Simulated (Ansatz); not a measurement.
# C2H10AlClSi2: the cost of one run

All numbers below are computed with Ansatz 0.2.0 (RKS PBE/STO-3G).

## (1) The structure to begin with

Bond lengths (14 of 15 bonds, heavy atoms first): C1–Si2 1.872 Å, Si2–Al3 2.347 Å, Si2–Si4 2.311 Å, Si2–C5 1.864 Å, C5–Cl6 1.773 Å, C1–H7 1.057 Å, C1–H8 1.106 Å, C1–H9 1.102 Å, Al3–H10 1.623 Å, Al3–H11 1.607 Å, Si4–H12 1.467 Å, Si4–H13 1.393 Å, Si4–H14 1.443 Å, C5–H15 1.118 Å. Angles (14 of 27 angles, heavy atoms first): C1–Si2–Al3 108.1°, C1–Si2–Si4 108.4°, C1–Si2–C5 111.9°, Al3–Si2–Si4 109.2°, Al3–Si2–C5 109.1°, Si4–Si2–C5 110.1°, Si2–C5–Cl6 111.4°, Si2–C1–H7 111.4°, Si2–C1–H8 106.7°, Si2–C1–H9 106.2°, Si2–Al3–H10 120.1°, Si2–Al3–H11 121.3°, Si2–Si4–H12 107.1°, Si2–Si4–H13 105.5°.

As a file:

```xyz
16

C    -0.6567   -1.3300   -1.2143
Si   -0.1255   -0.0409    0.0343
Al   -0.3970   -0.9490    2.1816
Si    2.1094    0.4347   -0.3150
C    -1.1402    1.5166   -0.1016
Cl   -0.9995    2.2407   -1.7141
H    -0.0873   -2.2159   -1.1191
H    -1.7404   -1.4894   -1.0639
H    -0.5643   -0.8559   -2.2046
H     0.4087   -2.2932    2.6051
H    -1.3050   -0.2192    3.2883
H     2.5077    1.4086    0.7066
H     2.7726   -0.7857   -0.2045
H     2.1752    0.9964   -1.6429
H    -0.7816    2.2417    0.6697
H    -2.1991    1.3178    0.1389
```

## (2) Relaxing the start

Input file input.yaml:

```yaml
crystal:
  periodic: [false, false, false]
  atoms:
    - { symbol: C, position_ang: [-0.6567, -1.33, -1.2143] }
    - { symbol: Si, position_ang: [-0.1255, -0.0409, 0.0343] }
    - { symbol: Al, position_ang: [-0.397, -0.949, 2.1816] }
    - { symbol: Si, position_ang: [2.1094, 0.4347, -0.315] }
    - { symbol: C, position_ang: [-1.1402, 1.5166, -0.1016] }
    - { symbol: Cl, position_ang: [-0.9995, 2.2407, -1.7141] }
    - { symbol: H, position_ang: [-0.0873, -2.2159, -1.1191] }
    - { symbol: H, position_ang: [-1.7404, -1.4894, -1.0639] }
    - { symbol: H, position_ang: [-0.5643, -0.8559, -2.2046] }
    - { symbol: H, position_ang: [0.4087, -2.2932, 2.6051] }
    - { symbol: H, position_ang: [-1.305, -0.2192, 3.2883] }
    - { symbol: H, position_ang: [2.5077, 1.4086, 0.7066] }
    - { symbol: H, position_ang: [2.7726, -0.7857, -0.2045] }
    - { symbol: H, position_ang: [2.1752, 0.9964, -1.6429] }
    - { symbol: H, position_ang: [-0.7816, 2.2417, 0.6697] }
    - { symbol: H, position_ang: [-2.1991, 1.3178, 0.1389] }
basis:
  gaussian: { orbitals: STO-3G }
hamiltonian:
  xc: pbe
relax:
  f_tol: 0.02
  max_steps: 40
output:
  orbitals: {}
```

Started as:

```console
$ ansatz run input.yaml --threads 1 --pin off --max-ram 2048MiB --backend cpu --events-out ev --progress --plain --runs-dir out
```

**Question.** How long does this run take on 1 thread of Arm Neoverse V1, shared host, and how much memory does it need?

About 98 s, with a peak of 0.17 GiB.
